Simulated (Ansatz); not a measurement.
# GdP: the cost of one run

All numbers are computed with Ansatz 0.2.0 through its Python package. Level of theory: DFT PBEsol, plane waves, PAW.

### 1 Starting point

It takes space group Fm-3m (No. 225, cubic). Conventional cell: a = 5.740 Å, b = 5.740 Å, c = 5.740 Å, α = 90.00°, β = 90.00°, γ = 90.00°. Gd (site symmetry m-3m) is surrounded by 6 P at 2.87 Å. Around P (site symmetry m-3m) lie 6 Gd at 2.87 Å.

No structure file is read: the coordinates are typed or built in the script.

### 2 The script

File eos_gdp.py:

```python
"""Energy against volume for GdP, with a fit."""

import argparse
import warnings

import ansatz as az
from ase.eos import EquationOfState
from ase.units import GPa
import numpy as np

parser = argparse.ArgumentParser(description="Energy against volume for GdP, with a fit.")
parser.add_argument("--mesh", type=int, nargs=3, required=True, help="k-point sampling")
args = parser.parse_args()

VECTORS = np.array([
    [0.0, 2.869938, 2.869938],
    [2.869938, 0.0, 2.869938],
    [2.869938, 2.869938, 0.0],
])
SITES = [
    ("Gd", (0.0, 0.0, 0.0), 7),
    ("P", (0.5, 0.5, 0.5), 0.0),
]


def make_crystal(cell):
    crystal = az.Crystal(lattice=az.Lattice.of(cell))
    for symbol, position, moment in SITES:
        crystal = crystal.atom(symbol, position, moment=moment or None)
    return crystal


def main() -> None:
    warnings.simplefilter("ignore", az.DeckWarning)

    # scale the volume, keep shape and fractions
    volumes, energies = [], []
    for scale in np.linspace(0.88, 1.12, 7):
        cell = VECTORS * scale ** (1 / 3)
        job = (
            make_crystal(cell).calculation()
            .spin(az.SpinTreatment.COLLINEAR)
            .functional(az.Functional.PBESOL)
            .occupations(az.OccupationsMethod.FERMI_DIRAC, width=150 * az.meV)
            .basis(35 * az.Ry)
            .kpoints(*args.mesh)
        )
        r = job.run(threads=1).report
        volumes.append(abs(np.linalg.det(cell)) / len(SITES))
        energies.append(r["free_energy_ev"] / len(SITES))
        print(f"V = {volumes[-1]:8.4f} A^3/atom  F = {energies[-1]:.5f} eV/atom")

    eos = EquationOfState(volumes, energies, eos="murnaghan")
    v0, e0, bulk = eos.fit()
    print(f"V0 = {v0:.4f} A^3/atom, E0 = {e0:.5f} eV/atom, B = {bulk / GPa:.1f} GPa")


if __name__ == "__main__":
    main()
```

### 3 The input behind the calls

The engine receives this input (first run):

```yaml
crystal:
  lattice:
    - [0.0, 2.7502155843478104, 2.7502155843478104]
    - [2.7502155843478104, 0.0, 2.7502155843478104]
    - [2.7502155843478104, 2.7502155843478104, 0.0]
  atoms:
    - { symbol: Gd, position: [0.0, 0.0, 0.0], spin: 7.0 }
    - { symbol: P, position: [0.5, 0.5, 0.5] }
basis:
  ecutwfc: 476.19925930478996
kpoints:
  mp_grid:
    grid: [9, 9, 9]
hamiltonian:
  xc: pbesol
magnetization:
  spin_polarized: true
scf:
  occupations:
    method: fermi_dirac
    width: 0.15
```

### 4 Launch

The run is started by

```console
python eos_gdp.py --mesh 9 9 9
```

**Question.** How long does this script take on 1 thread of Intel Xeon Platinum 8259CL at 2.50GHz (Skylake/Cascade Lake), shared host, and how much memory does it need?

About 73 s, with a peak of 0.52 GiB.
